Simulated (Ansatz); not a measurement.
**Sn: a tetragonal deformation path**

The task here is to estimate one member of a computed series from the others.

Computed with Ansatz 0.2.0 (DFT PBE, scalar-relativistic, plane waves, PAW, unless a step's input says otherwise).

1 further run of the same task is left out (set aside as unsound or not needed).

### Starting point

Symmetry: Fd-3m, No. 227, cubic system. The conventional cell has a = 6.491 Å, b = 6.491 Å, c = 6.491 Å, α = 90.00°, β = 90.00°, γ = 90.00°. Around Sn (site symmetry -43m) lie 4 Sn at 2.81 Å.

As a file:

```cif
data_structure
_symmetry_space_group_name_H-M 'P 1'
_symmetry_Int_Tables_number 1
_cell_length_a 4.5900
_cell_length_b 4.5900
_cell_length_c 4.5900
_cell_angle_alpha 60.000
_cell_angle_beta 60.000
_cell_angle_gamma 60.000
_cell_volume 68.38
loop_
_atom_site_label
_atom_site_type_symbol
_atom_site_fract_x
_atom_site_fract_y
_atom_site_fract_z
_atom_site_occupancy
Sn1 Sn 0.50000 0.50000 0.50000 1
Sn2 Sn 0.75000 0.75000 0.75000 1
```

No relaxation comes first: the listed cell is the starting point.

### Zero of energy

Reference values: F = -12048.3769 eV; pressure 3.21 GPa; largest force 0.000 eV/Å; gap on the mesh none (metal). It was computed beforehand with the settings of the runs below.

Set-up of the first run:

At fixed volume and fractional coordinates, lengths along (0.000, 0.000, 1.000) are scaled against those across it; ρ is that ratio over its starting value.

input.yaml

```yaml
crystal:
  lattice:
    - [0.0, 3.6432462238, 2.5757750802]
    - [3.6432462238, 0.0, 2.5757750802]
    - [3.6432462238, 3.6432462238, 0.0]
  atoms:
    - { symbol: Sn, position: [0.5, 0.5, 0.5] }
    - { symbol: Sn, position: [0.75, 0.75, 0.75] }
basis:
  ecutwfc: 420
kpoints:
  mp_grid: { grid: [14, 14, 14] }
hamiltonian:
  xc: pbe
scf:
  occupations: { method: gaussian, width: 0.15 }
output:
  forces: true
  stress: true
  eigenvalues: true
```

On the command line:

```bash
ansatz run input.yaml --threads 1 --pin off --max-ram 2560MiB --backend cpu --events-out ev --progress --plain --runs-dir out
```

Among the steps run: At ρ = 0.707; ρ = 1.414; ρ = 0.850; At ρ = 1.200; Point ρ = 0.780; Point ρ = 1.300; At ρ = 0.920; At ρ = 1.100; ρ = 0.650; Point ρ = 1.500; ρ = 0.960; At ρ = 1.050.

One table of the session follows, with a row left open; its other results are not shown here.

It belongs to the step «The scan collected». The scan, with free energies counted from the undisturbed cell:

| ρ | ΔE (meV/atom) | pressure (GPa) |
| --- | --- | --- |
| 0.650 | 152.2 | 0.3 |
| 0.707 | 122.2 | 1.2 |
| 0.780 | 81.1 | 2.2 |
| 0.850 | 42.5 | 2.8 |
| 0.920 | 12.9 | 3.1 |
| 0.960 | 3.3 | 3.2 |
| 1.000 | 0.0 | 3.2 |
| 1.050 | 5.2 | 3.2 |
| 1.100 | 21.0 | 3.2 |
| 1.200 | 81.0 | 3.0 |
| 1.300 | 162.5 | 2.9 |
| 1.414 | ? | ? |
| 1.500 | 283.4 | 1.9 |

Q: Estimate the row for ρ = 1.414 from the others.

Worked estimate for «ΔE (meV/atom)». A straight line through the neighbours (1.300, 162.5) and (1.500, 283.4) gives 162.5 + (283.4 − 162.5) × (1.414 − 1.300) / (1.500 − 1.300) = 231.4; a parabola fitted to 3 rows on both sides gives 238.3.

As computed: ΔE (meV/atom): 245.4; pressure (GPa): 2.4. In «ΔE (meV/atom)» the line misses by -14.0 and the parabola by -7.1.
